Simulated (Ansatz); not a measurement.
# B2ClH3Li: the cost of one run

Computed with Ansatz 0.2.0. Level: RKS PBE0-D4/def2-TZVP.

## (1) The starting structure

SMILES `BBCl`, 6 atoms, charge 0, spin multiplicity 1.

Atoms are counted from 1 here; the program's logs count them from 0.

Bond lengths: B1–B2 1.664 Å, B1–H4 1.220 Å, B1–H5 1.220 Å, B2–Cl3 1.770 Å, B2–H6 1.218 Å. Angles: B2–B1–H4 122.0°, B2–B1–H5 122.0°, H4–B1–H5 116.0°, B1–B2–Cl3 115.9°, B1–B2–H6 127.7°, Cl3–B2–H6 116.4°.

As a file:

```
B    -0.3048    0.0563   -0.8199
B     0.4068   -0.1962    0.6625
Cl   -0.2280    0.7735    2.0003
H     0.1007    0.9062   -1.5955
H    -1.2850   -0.5734   -1.1814
H     1.3104   -0.9664    0.9339
```

This geometry comes from a loose relaxation at PBE in a small basis, which is not shown.

## (4) The grid

The probe is moved over the molecule's main plane (x and y are the axes of that plane, centred on the molecule).

- x of the probe's Li atom: 13 values from −5.04 to 5.04 Å
- y of the probe's Li atom: 13 values from −5.04 to 5.04 Å

Nothing else is relaxed (molecule and probe rigid). Energies count from molecule and probe far apart, each relaxed in its own basis (no counterpoise correction). Points are written as (first, second).

The probe Li+ moves over a plane: the molecule's main plane. The molecule is turned into the frame of its main axes, as the inputs below show.

(The set-up runs are not shown.)

## (5) The run at (2.52 Å, −1.68 Å)

Contents of input.yaml:

```yaml
crystal:
  periodic: [false, false, false]
  atoms:
    - { symbol: B, position_ang: [-1.437279, 0.305707, 0.0] }
    - { symbol: B, position_ang: [-0.043897, -0.585019, 0.0] }
    - { symbol: Cl, position_ang: [1.481176, 0.279311, 0.0] }
    - { symbol: H, position_ang: [-1.96439, 0.648531, -1.020011] }
    - { symbol: H, position_ang: [-1.964425, 0.648257, 1.020099] }
    - { symbol: H, position_ang: [0.028257, -1.779114, -0.00014] }
    - { symbol: Li, position_ang: [2.52, -1.68, 0.0] }
total_charge: 1
basis:
  gaussian: { orbitals: def2-TZVP }
hamiltonian:
  xc: pbe0
  dispersion: d4
output:
  forces: true
```

Run with:

```sh
> ansatz run input.yaml --threads 1 --pin off --max-ram 2560MiB --backend cpu --events-out ev --progress --plain --runs-dir out
```

What time and memory should one allow on 1 thread of Arm Neoverse V2, shared host?

About 3.3 s, with a peak of 0.21 GiB.
